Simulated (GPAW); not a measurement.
# Ni3GeC (Pm-3m) in GPAW: single point with PBE

Aim: the single point of Ni3GeC with PBE.

All numbers are computed with GPAW 26.7.0; they aren't measurements. Logs are shortened: lines on timing, memory, paths and dates and some standing lists are left out, and cuts for length are marked. The log counts tension as positive stress, the text compression.

## 1. The structure

The structure is cubic, space group Pm-3m (No. 221). Conventional cell: a = 3.809 Å, b = 3.809 Å, c = 3.809 Å, α = 90.00°, β = 90.00°, γ = 90.00°. Ge (site symmetry m-3m) has 12 Ni at 2.69 Å as nearest neighbours. Ni (site symmetry 4/mmm) has 2 C at 1.90 Å as nearest neighbours. Around C (site symmetry m-3m) lie 6 Ni at 1.90 Å.

The cell comes from a database or a generator and needn't be the stable form of this composition.

## 2. Single point, PBE, collinear spin, ferromagnetic start

Contents of run.py:

```python
from ase import Atoms
from ase.dft.bandgap import bandgap
from ase.io import write
from ase.units import GPa
from gpaw import GPAW, PW

atoms = Atoms(['Ge', 'Ni', 'Ni', 'Ni', 'C'],
              cell=[[3.808709, 0.0, 0.0],
                    [0.0, 3.808709, 0.0],
                    [0.0, 0.0, 3.808709]],
              scaled_positions=[[0.0, 0.0, 0.0],
                                [0.5, 0.0, 0.5],
                                [0.5, 0.5, 0.0],
                                [0.0, 0.5, 0.5],
                                [0.5, 0.5, 0.5]],
              pbc=True)
atoms.set_initial_magnetic_moments([0.0, 1.0, 1.0, 1.0, 0.0])

calc = GPAW(mode=PW(800),
            xc='PBE',
            kpts={'size': (7, 7, 7), 'gamma': True},
            occupations={'name': 'methfessel-paxton', 'order': 0, 'width': 0.1},
            nbands=49,
            convergence={'density': 1e-05, 'energy': 1e-05},
            maxiter=150,
            txt='gpaw.txt')
atoms.calc = calc
energy = atoms.get_potential_energy()
forces = atoms.get_forces()
stress = atoms.get_stress()
calc.write('gs.gpw')
write('result.traj', atoms)
print(f'Energy: {energy:.6f} eV')
print('Forces (eV/A):')
print(forces.round(4))
print('Stress (GPa):', (stress / GPa).round(3))
print('Moments:', calc.get_magnetic_moments().round(3))
print('Fermi level:', round(calc.get_fermi_level(), 4), 'eV')
print(f'Gap: {bandgap(calc)[0]:.4f} eV, direct: {bandgap(calc, direct=True)[0]:.4f} eV')
```

Potentials or basis: GPAW PAW data sets (gpaw-data 1.2.1), pw.

Launch:

```console
$ OMP_NUM_THREADS=1 python run.py
```

gpaw.txt:

```text
__  _  _
 | _ |_)|_||  |
 |__||  | ||/\| - 26.7.0

Input parameters:
  mode=PW(ecut=800.0),
  convergence={'density': 1e-05, 'energy': 1e-05},
  kpts=MonkhorstPack(size=(7, 7, 7), gamma=True),
  maxiter=150,
  nbands=49,
  occupations=Occupations(name='methfessel-paxton', order=0, width=0.1),
  xc=XC(name='PBE')

Diagonalizing LCAO Hamiltonian
Converting LCAO to pw mode
   .--------.
  /|        |
 * |        |
 | |        |
 |Ni  C     |
 | .-Ni-----.
 |/   Ni   /
 Ge-------*

Atoms  # Å, Bohr magnetons
|   | symbol |        x |        y |        z |    initial magnetic moments |
|---|--------|----------|----------|----------|-----------------------------|
| 0 |     Ge | 0.000000 | 0.000000 | 0.000000 | ( 0.0000,  0.0000,  0.0000) |
| 1 |     Ni | 1.904354 | 0.000000 | 1.904354 | ( 0.0000,  0.0000,  1.0000) |
| 2 |     Ni | 1.904354 | 1.904354 | 0.000000 | ( 0.0000,  0.0000,  1.0000) |
| 3 |     Ni | 0.000000 | 1.904354 | 1.904354 | ( 0.0000,  0.0000,  1.0000) |
| 4 |      C | 1.904354 | 1.904354 | 1.904354 | ( 0.0000,  0.0000,  0.0000) |

Unit cell  # Å
| periodic |        x |        y |        z |  lengths |    angles |
|----------|----------|----------|----------|----------|-----------|
|      yes | 3.808709 | 0.000000 | 0.000000 | 3.808709 | 90.000000 |
|      yes | 0.000000 | 3.808709 | 0.000000 | 3.808709 | 90.000000 |
|      yes | 0.000000 | 0.000000 | 3.808709 | 3.808709 | 90.000000 |

Number of symmetries: 48
Symmetry operations  # r_c * U_cc + t_c -> r_c
|    | kind |            matrix            |
|----|------|------------------------------|
|  0 |  E   |  1, 0, 0,  0, 1, 0,  0, 0, 1 |
|  1 |  σ   |  1, 0, 0,  0, 1, 0,  0, 0,-1 |
|  2 |  σ   |  1, 0, 0,  0, 0, 1,  0, 1, 0 |
|  3 |  C4  |  1, 0, 0,  0, 0, 1,  0,-1, 0 |
|  4 |  C4  |  1, 0, 0,  0, 0,-1,  0, 1, 0 |
|  5 |  σ   |  1, 0, 0,  0, 0,-1,  0,-1, 0 |
|  6 |  σ   |  1, 0, 0,  0,-1, 0,  0, 0, 1 |
|  7 |  C2  |  1, 0, 0,  0,-1, 0,  0, 0,-1 |
|  8 |  σ   |  0, 1, 0,  1, 0, 0,  0, 0, 1 |
|  9 |  C2  |  0, 1, 0,  1, 0, 0,  0, 0,-1 |
| 10 |  C3  |  0, 1, 0,  0, 0, 1,  1, 0, 0 |
| 11 |  S6  |  0, 1, 0,  0, 0, 1, -1, 0, 0 |
| 12 |  S6  |  0, 1, 0,  0, 0,-1,  1, 0, 0 |
| 13 |  C3  |  0, 1, 0,  0, 0,-1, -1, 0, 0 |
| 14 |  C4  |  0, 1, 0, -1, 0, 0,  0, 0, 1 |
| 15 |  S4  |  0, 1, 0, -1, 0, 0,  0, 0,-1 |
| 16 |  C3  |  0, 0, 1,  1, 0, 0,  0, 1, 0 |
| 17 |  S6  |  0, 0, 1,  1, 0, 0,  0,-1, 0 |
| 18 |  σ   |  0, 0, 1,  0, 1, 0,  1, 0, 0 |
| 19 |  C4  |  0, 0, 1,  0, 1, 0, -1, 0, 0 |
| 20 |  C2  |  0, 0, 1,  0,-1, 0,  1, 0, 0 |
| 21 |  S4  |  0, 0, 1,  0,-1, 0, -1, 0, 0 |
| 22 |  S6  |  0, 0, 1, -1, 0, 0,  0, 1, 0 |
| 23 |  C3  |  0, 0, 1, -1, 0, 0,  0,-1, 0 |
| 24 |  S6  |  0, 0,-1,  1, 0, 0,  0, 1, 0 |
| 25 |  C3  |  0, 0,-1,  1, 0, 0,  0,-1, 0 |
| 26 |  C4  |  0, 0,-1,  0, 1, 0,  1, 0, 0 |
| 27 |  σ   |  0, 0,-1,  0, 1, 0, -1, 0, 0 |
| 28 |  S4  |  0, 0,-1,  0,-1, 0,  1, 0, 0 |
| 29 |  C2  |  0, 0,-1,  0,-1, 0, -1, 0, 0 |
| 30 |  C3  |  0, 0,-1, -1, 0, 0,  0, 1, 0 |
| 31 |  S6  |  0, 0,-1, -1, 0, 0,  0,-1, 0 |
| 32 |  C4  |  0,-1, 0,  1, 0, 0,  0, 0, 1 |
| 33 |  S4  |  0,-1, 0,  1, 0, 0,  0, 0,-1 |
| 34 |  S6  |  0,-1, 0,  0, 0, 1,  1, 0, 0 |
| 35 |  C3  |  0,-1, 0,  0, 0, 1, -1, 0, 0 |
| 36 |  C3  |  0,-1, 0,  0, 0,-1,  1, 0, 0 |
| 37 |  S6  |  0,-1, 0,  0, 0,-1, -1, 0, 0 |
| 38 |  σ   |  0,-1, 0, -1, 0, 0,  0, 0, 1 |
| 39 |  C2  |  0,-1, 0, -1, 0, 0,  0, 0,-1 |
| 40 |  σ   | -1, 0, 0,  0, 1, 0,  0, 0, 1 |
| 41 |  C2  | -1, 0, 0,  0, 1, 0,  0, 0,-1 |
| 42 |  C2  | -1, 0, 0,  0, 0, 1,  0, 1, 0 |
| 43 |  S4  | -1, 0, 0,  0, 0, 1,  0,-1, 0 |
| 44 |  S4  | -1, 0, 0,  0, 0,-1,  0, 1, 0 |
| 45 |  C2  | -1, 0, 0,  0, 0,-1,  0,-1, 0 |
| 46 |  C2  | -1, 0, 0,  0,-1, 0,  0, 0, 1 |
| 47 |  i   | -1, 0, 0,  0,-1, 0,  0, 0,-1 |

BZ-sampling:
  Number of BZ points: 343
  Number of IBZ points: 20

  Monkhorst-Pack size: [7, 7, 7]
  Monkhorst-Pack shift: [0, 0, 0]

K-points  # in reciprocal-cell coordinates
|     |                                coordinates |     weight |
|-----|--------------------------------------------|------------|
|   0 | (  0.00000000,   0.00000000,   0.00000000) | 0.00291545 |
|   1 | (  0.14285714,   0.00000000,   0.00000000) | 0.01749271 |
|   2 | (  0.14285714,   0.14285714,   0.00000000) | 0.03498542 |
|   3 | (  0.14285714,   0.14285714,   0.14285714) | 0.02332362 |
|   4 | (  0.28571429,   0.00000000,   0.00000000) | 0.01749271 |
|   5 | (  0.28571429,   0.14285714,   0.00000000) | 0.06997085 |
|   6 | (  0.28571429,   0.14285714,   0.14285714) | 0.06997085 |
|   7 | (  0.28571429,   0.28571429,   0.00000000) | 0.03498542 |
|   8 | (  0.28571429,   0.28571429,   0.14285714) | 0.06997085 |
|   9 | (  0.28571429,   0.28571429,   0.28571429) | 0.02332362 |
| ... |                                            |            |
|  19 | (  0.42857143,   0.42857143,   0.42857143) | 0.02332362 |

Plane wave coefficients: 2897
Cutoff: 800.0 eV

Spin-components: 2 (collinear spins)
Bands:           49
Projectors:      28
Spin-degeneracy: 1
Datatype:        complex128

Parallelization:
  kpt:    1
  domain: 1
  band:   1

Density:
  Valence electrons: 56.0
  Components: 2
  Grid points: [25 25 25]
  Charge: 0.0  # |e|

Potential:
  Grid points: [25 25 25]

species:
  Ge:
    name:    Germanium
    Z:       32.0
    valence: 4
    core:    28
    charge:  0.0  # [|e|]
    compensation charges:
      type: gauss
      rc: 0.32  # [Å]
      lmax: 2
    cutoffs:
      filter: 1.77  # [Å]
      core: 3.42  # [Å]
    projectors
    | kind |    occ | energy [eV] | rcut [Å] |
    |------|--------|-------------|----------|
    |   4s |  2.000 |     -11.726 |    1.005 |
    |   4p |  2.000 |      -3.896 |    1.005 |
    |    s |        |      15.485 |    1.005 |
    |    p |        |      23.315 |    1.005 |
    |    d |        |       0.000 |    1.005 |

    Using partial waves for Ge as LCAO basis

  Ni:
    name:    Nickel
    Z:       28.0
    valence: 16
    core:    12
    charge:  0.0  # [|e|]
    compensation charges:
      type: gauss
      rc: 0.36  # [Å]
      lmax: 2
    cutoffs:
      filter: 2.14  # [Å]
      core: 1.98  # [Å]
    projectors
    | kind |    occ | energy [eV] | rcut [Å] |
    |------|--------|-------------|----------|
    |   4s |  2.000 |      -5.642 |    1.164 |
    |   3p |  6.000 |     -71.394 |    1.207 |
    |   4p |  0.000 |      -1.226 |    1.207 |
    |   3d |  8.000 |      -8.875 |    1.138 |
    |    s |        |      21.570 |    1.164 |
    |    d |        |      18.337 |    1.138 |

    Using partial waves for Ni as LCAO basis

  C:
    name:    Carbon
    Z:       6.0
    valence: 4
    core:    2
    charge:  0.0  # [|e|]
    compensation charges:
      type: gauss
      rc: 0.20  # [Å]
      lmax: 2
    cutoffs:
      filter: 1.14  # [Å]
      core: 1.14  # [Å]
    projectors
    | kind |    occ | energy [eV] | rcut [Å] |
    |------|--------|-------------|----------|
    |   2s |  2.000 |     -13.751 |    0.635 |
    |   2p |  2.000 |      -5.284 |    0.635 |
    |    s |        |      13.461 |    0.635 |
    |    p |        |      21.927 |    0.635 |
    |    d |        |       0.000 |    0.635 |

    Using partial waves for C as LCAO basis

Reference energy: -182229.261310  # eV

eigensolver:
  PPCG
  Converge bands: occupied
  niter=2

density mixing:
  MSR1-Mixer
  Pratt-step length: 0.05
  Maximum mixing coefficient: 0.75
  Old densities: 10
  SVD Regularization: 0.005
  Good broyden scale: 1.0
  Trust region scale: 1.0
  Backstep threshold: 4.0
  History deletion threshold: 6.0
  Fourier metric: weight=20.0, sigma=0.015

occupation numbers:
  Methfessel-Paxton:
    width: 0.1000  # eV
    order: 0

poisson solver:
  ecut: 6400.0  # eV

xc functional:
  name: PBE with 2 nearest neighbor stencil

convergence criteria:
- Maximum integral of absolute [dens]ity change: 1e-05 electrons / valence electron
- Maximum [total energy] change in last 3 cyles: 1e-05 eV / valence electron
- Maximum integral of absolute [eigenst]ate change: 4e-08 eV^2 / valence electron
maximum number of iterations: 150

SCF iterations
|iter     | |      energy | eigst |  dens |  magmom |
|---------|-|-------------|-------|-------|---------|
|iter:   1| |  -36.382598 | +0.62 |       |  +3.0030|
|iter:   2| |  -35.682512 | -1.39 | -0.96 |  +2.9001|
|iter:   3| |  -34.770809 | -1.75 | -1.06 |  +2.3269|
|iter:   4| |  -34.765704 | -2.90 | -1.29 |  +1.9018|
|iter:   5| |  -34.886401 | -2.78 | -1.47 |  +1.1243|
|iter:   6| |  -34.941798 | -3.10 | -1.81 |  +0.2921|
|iter:   7| |  -34.954469 | -3.82 | -2.18 |  +0.0440|
|iter:   8| |  -34.954052 | -4.14 | -2.39 |  +0.0012|
|iter:   9| |  -34.953945c| -5.56 | -3.19 |  +0.0104|
|iter:  10| |  -34.953970c| -6.20 | -3.50 |  +0.0017|
|iter:  11| |  -34.953976c| -7.09 | -4.11 |  +0.0014|
|iter:  12| |  -34.953974c| -8.09c| -4.50 |  +0.0000|
|iter:  13| |  -34.953974c| -8.49c| -5.21c|  +0.0001|

Converged in 13 steps
Energy contributions relative to reference atoms: (reference = -182229.261310)

Energy contributions:
  Kinetic:          41.157794
  Coulomb:         -31.974731
  Zero:              0.197960
  External:          0.000000
  Xc:              -44.327472
  Entropy:          -0.015052
  Spinorbit:         0.000000
  ----------------------------
  Free energy:     -34.961500
  Extrapolated:    -34.953974

dipole moment: (-20.133516, -20.133516, -20.133516)  # |e|*Ang

Total magnetic moment: (0.000000, 0.000000, 0.000064)

Local magnetic moments
|        x |        y |         z |
|----------|----------|-----------|
| 0.000000 | 0.000000 | -0.000009 |  # Ge   0
| 0.000000 | 0.000000 |  0.000008 |  # Ni   1
| 0.000000 | 0.000000 |  0.000008 |  # Ni   2
| 0.000000 | 0.000000 |  0.000008 |  # Ni   3
| 0.000000 | 0.000000 |  0.000014 |  # C    4

Fermi level: 9.415
Eigenvalues  # (at kpt = [0.000, 0.000, 0.000])
| band index |      eig [eV] | occ [0-1] |      eig [eV] | occ [0-1] |
|------------|---------------|-----------|---------------|-----------|
|          0 |       -54.883 |     1.000 |       -54.883 |     1.000 |
|        ... |               |           |               |           |
|         20 |         7.573 |     1.000 |         7.573 |     1.000 |
|         21 |         7.820 |     1.000 |         7.820 |     1.000 |
|         22 |         7.820 |     1.000 |         7.820 |     1.000 |
|         23 |         7.820 |     1.000 |         7.820 |     1.000 |
|         24 |         8.513 |     1.000 |         8.513 |     1.000 |
|         25 |         8.513 |     1.000 |         8.513 |     1.000 |
[... 8 lines left out ...]
|         34 |        17.307 |     0.000 |        17.307 |     0.000 |
|         35 |        20.396 |     0.000 |        20.396 |     0.000 |
|        ... |               |           |               |           |
|         48 |        30.487 |     0.000 |        30.487 |     0.000 |

No gap
No difference between direct/indirect transitions

Forces  # eV/Ang
|        x |        y |        z |
|----------|----------|----------|
|  0.00000 |  0.00000 |  0.00000 |  # Ge   0
|  0.00000 |  0.00000 |  0.00000 |  # Ni   1
| -0.00000 | -0.00000 |  0.00000 |  # Ni   2
|  0.00000 |  0.00000 |  0.00000 |  # Ni   3
| -0.00000 |  0.00000 | -0.00000 |  # C    4

Stress tensor  # eV/Ang^3
|         x |         y |         z |
|-----------|-----------|-----------|
| -0.016926 |  0.000000 |  0.000000 |
|  0.000000 | -0.016926 |  0.000000 |
|  0.000000 |  0.000000 | -0.016926 |

# Writing to gs.gpw (mode='')
```

It took 3.1 min on 1 thread of Arm Neoverse N1, shared host; peak memory 0.28 GiB.

What came out:

- Free energy: -34.9615 eV
- Pressure: 2.7 GPa
- Band gap on the k mesh: none (metal or under the smearing width)
- Net moment: 0.00 μB per cell

Caveat: the stock nickel data set gives pressures a few GPa off other programs.
